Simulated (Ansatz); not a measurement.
# Cs3SbF6: the cost of one run

Method: DFT PBEsol, scalar-relativistic, plane waves, PAW, in Ansatz 0.2.0.

1 further run of the same task is left out (set aside as unsound or not needed).

## Step 1: Starting point

Symmetry: Fm-3m, No. 225, cubic system. Conventional cell: a = 9.931 Å, b = 9.931 Å, c = 9.931 Å, α = 90.00°, β = 90.00°, γ = 90.00°. Cs (site symmetry -43m) has 12 F at 3.52 Å as nearest neighbours. Cs (site symmetry m-3m) is surrounded by 6 F at 2.77 Å. Around Sb (site symmetry m-3m) lie 6 F at 2.19 Å. F (site symmetry 4mm) has 1 Sb at 2.19 Å and 1 Cs at 2.77 Å as nearest neighbours.

Coordinates:

```
CELL_PARAMETERS angstrom
0.00000 4.96556 4.96556
4.96556 0.00000 4.96556
4.96556 4.96556 0.00000
ATOMIC_POSITIONS crystal
Cs 0.75000 0.75000 0.75000
Cs 0.25000 0.25000 0.25000
Cs 0.50000 0.50000 0.50000
Sb 0.00000 0.00000 0.00000
F 0.77938 0.22062 0.22062
F 0.22062 0.22062 0.77938
F 0.22062 0.77938 0.77938
F 0.22062 0.77938 0.22062
F 0.77938 0.22062 0.77938
F 0.77938 0.77938 0.22062
```

It goes back to an entry of the Materials Project, which need not be the stable form.

This cell was relaxed beforehand with the same method: volume 24.49 Å³/atom, gap on the mesh 3.67 eV.

## Step 2: Zero of energy

The reference gives a free energy of -27977.0363 eV, pressure -0.02 GPa, largest force 0.000 eV/Å and gap on the mesh 3.67 eV. It was computed beforehand with the settings of the runs below.

## Step 3: The disturbance

The atoms are moved along a mode of 85i cm⁻¹:

```csv
atom,ux (Å),uy (Å),uz (Å)
Cs1,0.029,0.000,0.000
Cs2,0.029,0.000,0.000
Cs3,0.021,0.000,0.000
Sb4,-0.008,0.000,0.000
F5,0.054,0.000,0.000
F6,-0.150,0.000,0.000
F7,0.054,0.000,0.000
F8,-0.150,0.000,0.000
F9,-0.150,0.000,0.000
F10,-0.150,0.000,0.000
```

## Step 4: Relaxing from there

Input file input.yaml:

```yaml
crystal:
  lattice:
    - [0.0, 4.9655619255, 4.9655619255]
    - [4.9655619255, 0.0, 4.9655619255]
    - [4.9655619255, 4.9655619255, 0.0]
  atoms:
    - { symbol: Cs, position: [0.7471087802, 0.7528912198, 0.7528912198] }
    - { symbol: Cs, position: [0.2471087802, 0.2528912198, 0.2528912198] }
    - { symbol: Cs, position: [0.4979305466, 0.5020694534, 0.5020694534] }
    - { symbol: Sb, position: [0.0008400728, -0.0008400728, -0.0008400728] }
    - { symbol: F, position: [0.773944318, 0.226055682, 0.226055682] }
    - { symbol: F, position: [0.2357240519, 0.2055159905, 0.7642759481] }
    - { symbol: F, position: [0.2151843604, 0.7848156396, 0.7848156396] }
    - { symbol: F, position: [0.2357240519, 0.7642759481, 0.2055159905] }
    - { symbol: F, position: [0.7944840095, 0.2055159905, 0.7642759481] }
    - { symbol: F, position: [0.7944840095, 0.7642759481, 0.2055159905] }
basis:
  ecutwfc: 420
kpoints:
  mp_grid: { grid: [4, 4, 4] }
hamiltonian:
  xc: pbesol
scf:
  occupations: { method: gaussian, width: 0.05 }
output:
  forces: true
  stress: true
  eigenvalues: true
relax:
  adjacent_minimum: "off"
  f_tol: 0.008
  max_steps: 80
  cell: { stress_tol: 0.08 }
```

Started as:

```console
$ ansatz run input.yaml --threads 2 --pin off --max-ram 5120MiB --backend cpu --events-out ev --progress --plain --runs-dir out
```

**Question.** How long does this run take on 2 threads of Intel Xeon Platinum 8375C at 2.90GHz (Ice Lake), shared host, and how much memory does it need?

About 2.1 min, with a peak of 0.65 GiB.
